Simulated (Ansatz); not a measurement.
**Cl2H2OSn: taking an electron away**

Aim: the vertical ionisation energy of Cl2H2OSn, as cation minus neutral at the neutral's geometry, on several levels, and how well −ε(HOMO) stands in for it.

Program: Ansatz 0.2.0, Gaussian basis. Level of theory: unrestricted cation, the program's frozen cores in correlated methods. These are calculated values, not measurements.

The runs, in order: UKS PBE-D4/def2-TZVPP; UKS r2SCAN-D4/def2-TZVPP; UKS PBE0-D4/def2-TZVPP; UKS B3LYP-D4/def2-TZVPP; UKS wB97M-V/def2-TZVPP; UKS B2PLYP/def2-TZVPP; UHF-CCSD(T)/def2-TZVPP; UHF-MP2/def2-QZVPP; extrapolation to the limit; then −ε(HOMO) from the neutral's earlier runs with LDA (SPW92), PBE-D4, revPBE-D4, BLYP-D4, r2SCAN-D4, B97M-V, PBE0-D4, B3LYP-D4, r2SCANh-D4, r2SCAN0-D4, HSE06-D4, BHLYP-D4, CAM-B3LYP-D4, LC-ωPBE, ωB97X-V, ωB97M-V.

1 further run of the same task is left out (it didn't finish).

**1. Structure used throughout**

The geometry comes from an earlier relaxation with PBE0-D4 in a triple-zeta def2 set; it is a stationary point. Sn takes the def2 core potential; no spin-orbit term is included.

SMILES `[OH][SnH]([Cl])[Cl]`, 6 atoms, charge 0, spin multiplicity 1.

Atoms are counted from 1 here; the program's logs count them from 0.

Bond lengths: O1–Sn2 1.938 Å, O1–H5 0.961 Å, Sn2–Cl3 2.310 Å, Sn2–Cl4 2.310 Å, Sn2–H6 1.688 Å. Angles: Sn2–O1–H5 113.7°, O1–Sn2–Cl3 108.3°, O1–Sn2–Cl4 108.3°, O1–Sn2–H6 109.2°, Cl3–Sn2–Cl4 105.9°, Cl3–Sn2–H6 112.4°, Cl4–Sn2–H6 112.5°.

**2. Cation, UKS PBE-D4/def2-TZVPP**

Contents of in.yaml:

```yaml
crystal:
  periodic: [false, false, false]
  atoms:
    - {symbol: O, position_ang: [0.093623, 1.311334, -0.880381]}
    - {symbol: Sn, position_ang: [0.037731, -0.096961, 0.449959]}
    - {symbol: Cl, position_ang: [1.666632, -1.651217, -0.067932]}
    - {symbol: Cl, position_ang: [-1.980782, -1.203099, 0.251455]}
    - {symbol: H, position_ang: [-0.030686, 0.998437, -1.780751]}
    - {symbol: H, position_ang: [0.255682, 0.577505, 1.981549]}
basis:
  gaussian: {orbitals: def2-TZVPP}
total_charge: 1
magnetization: {spin_polarized: true, initial_magnetization: 1}
hamiltonian: {xc: pbe, dispersion: d4}
```

Launch:

```
ansatz run in.yaml --threads 2 --pin off --events-out ev --progress --plain --max-ram 32768MiB --backend cpu
```

After this run come: Cation, UKS r2SCAN-D4/def2-TZVPP; Cation, UKS PBE0-D4/def2-TZVPP; Cation, UKS B3LYP-D4/def2-TZVPP; Cation, UKS wB97M-V/def2-TZVPP; Cation, UKS B2PLYP (frozen core)/def2-TZVPP; Cation, UHF-CCSD(T)/def2-TZVPP; Cation, UHF-MP2/def2-QZVPP.

Before running them: what should the planned runs give, taken together? Wanted: ionisation energy, CCSD(T)/CBS; nearest functional by difference; nearest −ε(HOMO); −ε(HOMO) of PBE; T1 of the cation.

**Answer**, as computed:

| quantity | value |
| --- | --- |
| ionisation energy, CCSD(T)/CBS | 11.98 eV |
| nearest functional by difference | B2PLYP (-0.23 eV) |
| nearest −ε(HOMO) | LC-ωPBE (+0.12 eV) |
| −ε(HOMO) of PBE | 7.64 eV |
| T1 of the cation | 0.030 |

In words: By cation minus neutral, the functionals miss by 1.37 eV at most. −ε(HOMO) of PBE misses by 4.3 eV, since self-interaction lifts the level. Among orbital estimates LC-ωPBE comes nearest. Hartree-Fock falls 1.61 eV short, as the neutral has more correlation energy than the cation. The cation's T1 (from the report) is 0.030, near the customary mark of 0.045 for open shells, so the coupled-cluster value is less safe. Correlated methods include outer-core shells of Sn, which these sets cover unevenly. With outer-core shells in play the reference is unsure by up to some tenths of an eV, so close misses can't be ranked.
